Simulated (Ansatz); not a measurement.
# C4H5I: one species, many methods

How much do the methods differ for C4H5I? The plan is to run it at one geometry with functionals of several rungs and with coupled cluster. The yardstick is the atomisation energy at the CCSD(T) limit.

The runs use Ansatz 0.2.0, Gaussian basis; functionals in def2-TZVPP, the program's frozen cores in correlated methods.

The runs, in order: PBE-D4, r2SCAN-D4, PBE0-D4, B3LYP-D4, ωB97X-V, ωB97M-V, B2PLYP; CCSD(T)/def2-TZVPP; MP2/def2-QZVPP; extrapolation to the limit.

### 1 The geometry

An earlier PBE0-D4 in a triple-zeta def2 set relaxation fixed the geometry. I takes the def2 core potential; no spin-orbit term is included.

10 atoms, charge 0, spin multiplicity 1.

Atoms are counted from 1 here; the program's logs count them from 0.

Bond lengths: C1–C2 1.329 Å, C1–H6 1.084 Å, C1–H7 1.083 Å, C2–C3 1.452 Å, C2–H8 1.089 Å, C3–C4 1.331 Å, C3–I5 2.098 Å, C4–H9 1.086 Å, C4–H10 1.081 Å. Angles: C2–C1–H6 121.7°, C2–C1–H7 120.7°, H6–C1–H7 117.6°, C1–C2–C3 127.6°, C1–C2–H8 119.2°, C3–C2–H8 113.1°, C2–C3–C4 123.1°, C2–C3–I5 118.4°, C4–C3–I5 118.6°, C3–C4–H9 119.2°, C3–C4–H10 123.0°, H9–C4–H10 117.8°.

### 2 PBE-D4 (GGA)

Input file in.yaml:

```yaml
crystal:
  periodic: [false, false, false]
  atoms:
    - {symbol: C, position_ang: [-0.068672, -1.838177, -0.217369]}
    - {symbol: C, position_ang: [0.312153, -0.647503, 0.233312]}
    - {symbol: C, position_ang: [-0.207662, 0.653169, -0.149331]}
    - {symbol: C, position_ang: [0.243953, 1.794770, 0.363767]}
    - {symbol: I, position_ang: [-1.742380, 0.733207, -1.578146]}
    - {symbol: H, position_ang: [-0.852608, -1.943087, -0.958634]}
    - {symbol: H, position_ang: [0.400030, -2.742851, 0.148918]}
    - {symbol: H, position_ang: [1.104016, -0.589485, 0.978264]}
    - {symbol: H, position_ang: [1.038184, 1.766165, 1.104187]}
    - {symbol: H, position_ang: [-0.143818, 2.762594, 0.078130]}
basis:
  gaussian: {orbitals: def2-TZVPP}
hamiltonian: {xc: pbe, dispersion: d4}
output: {forces: true, orbitals: {seedname: orbitals}}
```

Run with:

```
ansatz run in.yaml --threads 4 --pin off --events-out ev --progress --plain --max-ram 10444MiB
```

The runs that follow: r2SCAN-D4 (meta-GGA); PBE0-D4 (hybrid); B3LYP-D4 (hybrid); ωB97X-V (range-separated); ωB97M-V (range-separated); B2PLYP (double hybrid); CCSD(T) in def2-TZVPP; MP2 in def2-QZVPP.

Q: Predict the results of all the runs planned. Wanted: atomisation energy, CCSD(T)/CBS; farthest; mean size of error, hybrid; mean size of error, range-separated; gap, smallest and largest; T1 diagnostic; triples share of the correlation energy.

As calculated:

| quantity | value |
| --- | --- |
| atomisation energy, CCSD(T)/CBS | 4052.1 kJ/mol |
| functionals within 40.5 kJ/mol (1.0 %) | r2SCAN-D4, B3LYP-D4, ωB97X-V, ωB97M-V, B2PLYP |
| farthest | PBE-D4 (+132.4 kJ/mol) |
| mean size of error, hybrid | 24.2 kJ/mol |
| mean size of error, range-separated | 13.5 kJ/mol |
| gap, smallest and largest | 3.70 eV (PBE-D4), 9.95 eV (ωB97X-V) |
| T1 diagnostic | 0.0102 |
| triples share of the correlation energy | 3.8 % |

PBE-D4 misses by +132.4 kJ/mol. Double hybrids carry the basis error of their MP2 part in triple zeta, and no dispersion term here, so their miss is partly the set-up's. Misses under about 40.5 kJ/mol are within the doubt on the reference itself, which lacks core-valence correlation, spin-orbit coupling and higher excitations, and its outer-core shells are covered unevenly. All levels share the lack of spin-orbit coupling, which lowers the free heavy atoms and so the true binding. Hartree-Fock recovers 73 % of the binding; the rest is correlation. Orbital gaps span 3.7 to 9.9 eV; exact exchange widens them. The restricted reference is unstable towards a spin-broken one. Correlated methods include outer-core shells of I, which these sets cover unevenly.
